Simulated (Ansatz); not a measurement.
# Br₂GaHO: up Jacob's ladder to CCSD(T)

How much do the methods differ for Br₂GaHO? The plan is to run it at one geometry with functionals of several rungs and with coupled cluster, and see how far each lands from CCSD(T) at the basis-set limit for the atomisation energy.

The runs use Ansatz 0.2.0, Gaussian basis; functionals in def2-TZVPP, the program's frozen cores in correlated methods.

Plan: LDA (SPW92), PBE-D4, revPBE-D4, BLYP-D4, r2SCAN-D4, B97M-V, PBE0-D4, B3LYP-D4, r2SCANh-D4, r2SCAN0-D4, HSE06-D4, BHLYP-D4, CAM-B3LYP-D4, LC-ωPBE, ωB97X-V, ωB97M-V, B2PLYP, PBE-QIDH; CCSD(T)/def2-SVP; CCSD(T)/def2-TZVPP; MP2/def2-QZVPP; extrapolation to the limit; RPA on PBE.

## Step 1: Structure used throughout

An earlier PBE0-D4 in a triple-zeta def2 set relaxation fixed the geometry.

SMILES `[OH][Ga]([Br])[Br]`, 5 atoms, charge 0, spin multiplicity 1.

Atoms are counted from 1 here; the program's logs count them from 0.

Bond lengths: O1–Ga2 1.767 Å, O1–H5 0.961 Å, Ga2–Br3 2.270 Å, Ga2–Br4 2.255 Å. Angles: Ga2–O1–H5 112.8°, O1–Ga2–Br3 120.3°, O1–Ga2–Br4 118.3°, Br3–Ga2–Br4 121.4°.

As a file:

```
O    -0.1740    1.4118   -0.0530
Ga   -0.1269   -0.3541   -0.1112
Br    1.5630   -1.4879    0.8956
Br   -1.7781   -1.4326   -1.2036
H     0.5659    1.7890    0.4309
```

## Step 2: LDA

This LDA is Slater exchange with PW92 correlation.

in.yaml

```yaml
crystal:
  periodic: [false, false, false]
  atoms:
    - {symbol: O, position_ang: [-0.174013, 1.411829, -0.052952]}
    - {symbol: Ga, position_ang: [-0.126922, -0.354066, -0.111191]}
    - {symbol: Br, position_ang: [1.562974, -1.487912, 0.895603]}
    - {symbol: Br, position_ang: [-1.778083, -1.432572, -1.203621]}
    - {symbol: H, position_ang: [0.565944, 1.789020, 0.430862]}
basis:
  gaussian: {orbitals: def2-TZVPP}
hamiltonian: {xc: lda}
output: {orbitals: {seedname: orbitals}}
```

The runs that follow: PBE-D4 (GGA); revPBE-D4 (GGA); BLYP-D4 (GGA); r2SCAN-D4 (meta-GGA); B97M-V (meta-GGA); PBE0-D4 (hybrid); B3LYP-D4 (hybrid); r2SCANh-D4 (hybrid); r2SCAN0-D4 (hybrid); HSE06-D4 (hybrid); BHLYP-D4 (hybrid); CAM-B3LYP-D4 (range-separated); LC-ωPBE-D4 (range-separated); ωB97X-V (range-separated); ωB97M-V (range-separated); B2PLYP (double hybrid); PBE-QIDH (double hybrid); CCSD(T) in def2-SVP; CCSD(T) in def2-TZVPP; MP2 in def2-QZVPP; RPA on PBE orbitals.

**Question.** What will the summary of the whole plan be? Wanted: atomisation energy, CCSD(T)/CBS; farthest beyond LDA; mean size of error, GGA; mean size of error, meta-GGA; mean size of error, hybrid; mean size of error, range-separated; mean size of error, double hybrid; gap, smallest and largest; T1 diagnostic.

**Answer**, as computed:

```
                               quantity                                  value
        atomisation energy, CCSD(T)/CBS                         359.7 kcal/mol
functionals within 3.6 kcal/mol (1.0 %)                      PBE-D4, r2SCAN-D4
                    farthest beyond LDA              BHLYP-D4 (-26.8 kcal/mol)
                mean size of error, GGA                          10.1 kcal/mol
           mean size of error, meta-GGA                           4.5 kcal/mol
             mean size of error, hybrid                          12.5 kcal/mol
    mean size of error, range-separated                           9.8 kcal/mol
      mean size of error, double hybrid                           8.7 kcal/mol
              gap, smallest and largest  4.60 eV (BLYP-D4), 11.93 eV (LC-ωPBE)
                          T1 diagnostic                                 0.0105
triples share of the correlation energy                                  3.6 %
```

In words: LDA overbinds by 54.4 kcal/mol (15 %). PBE-D4 is off by -0.4 kcal/mol. Double hybrids carry the basis error of their MP2 part in triple zeta, and no dispersion term here, so their miss is partly the set-up's. Taken by rung, meta-GGA functionals do best (4.5 kcal/mol on average) and hybrid ones worst beyond LDA (12.5 kcal/mol). The mean of the hybrids holds BHLYP, with half exact exchange. The reference freezes the cores and leaves out relativity and excitations past (T), and its outer-core shells are covered unevenly, so misses under about 3.6 kcal/mol can't be ranked. All levels share the lack of spin-orbit coupling, which lowers the free heavy atoms and so the true binding. Hartree-Fock recovers 68 % of the binding; the rest is correlation. CCSD(T) in def2-SVP is off by -30.2 kcal/mol, so the small basis spoils what the method gains. The gap grows from 4.6 to 11.9 eV across the functionals, mostly with the share of exact exchange. Correlated methods include outer-core shells of Br, Ga, which these sets cover unevenly.
